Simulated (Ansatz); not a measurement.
C₂H₄ClSi, SMILES C=C[SiH]Cl: an atomisation energy, run with the Ansatz DFT code, driven from Python.

The script reads `c2h4clsi.xyz`:
```text
8

C     0.87620    1.11460   -0.30520
C     0.24780   -0.05240   -0.33820
Si   -1.34870   -0.52650    0.47020
Cl   -0.57160   -1.65610    2.04830
H     0.40540    2.00010    0.19610
H     1.76660    1.34420   -0.83960
H     0.75450   -0.85880   -0.87490
H    -2.03800   -1.42230   -0.41250
```

The script, `run_tae.py`:
```python
from collections import Counter

import ansatz as az


def single_point(molecule, charge=0, unpaired=0):
    calc = (
        molecule.calculation()
        .basis(gaussian='pcseg-2')
        .functional('hf')
    )
    if charge:
        calc = calc.charge(charge)
    if unpaired:
        calc = calc.spin('collinear', total=unpaired)
    return calc.run(threads=1, pin='off').report['free_energy_ev']

molecule = az.Crystal.molecule_from_extxyz('c2h4clsi.xyz')

unpaired = {'C': 2, 'Si': 2, 'Cl': 1, 'H': 1}
counts = Counter(site.symbol for site in molecule.cartesian_sites)
atom_energy = {s: single_point(az.Crystal.molecule().atom(s, (0, 0, 0)), 0, unpaired[s]) for s in counts}
whole = single_point(molecule, 0, 1)
for s, e in atom_energy.items():
    print(f'{s:2s} x{counts[s]}  {e:14.5f} eV')
print(f'C2H4ClSi: {whole:.5f} eV')
split = sum(counts[s] * e for s, e in atom_energy.items()) - whole
print(f'atomisation energy (no zero-point term): {23.060548 * split:.1f} kcal/mol, {split / sum(counts.values()):.3f} eV an atom')
```

What does it cost to take this molecule apart into atoms?

516.4 kcal/mol from the electronic energies, without the zero-point term.

What the script printed:

```console
$ python run_tae.py
C  x2     -1025.57193 eV
Si x1     -7859.95751 eV
Cl x1    -12503.03809 eV
H  x4       -13.60238 eV
C2H4ClSi: -22490.94388 eV
atomisation energy (no zero-point term): 516.4 kcal/mol, 2.799 eV an atom
```

Total energies depend on the basis set; only differences at equal settings carry meaning. The geometry is a force-field or estimated start, not a minimum of this method, and the basis set is short of its limit. All parts are taken at fixed geometry, without zero-point energy. The species is open-shell (spin multiplicity 2). Hartree-Fock leaves correlation out, so bond, atomisation and ionisation energies come out well too low. The whole script took 40 s on 1 thread of Arm Neoverse V1 (shared host), peak memory 0.71 GiB.

(Lines on the test bed's own set-up are left out of the output.)
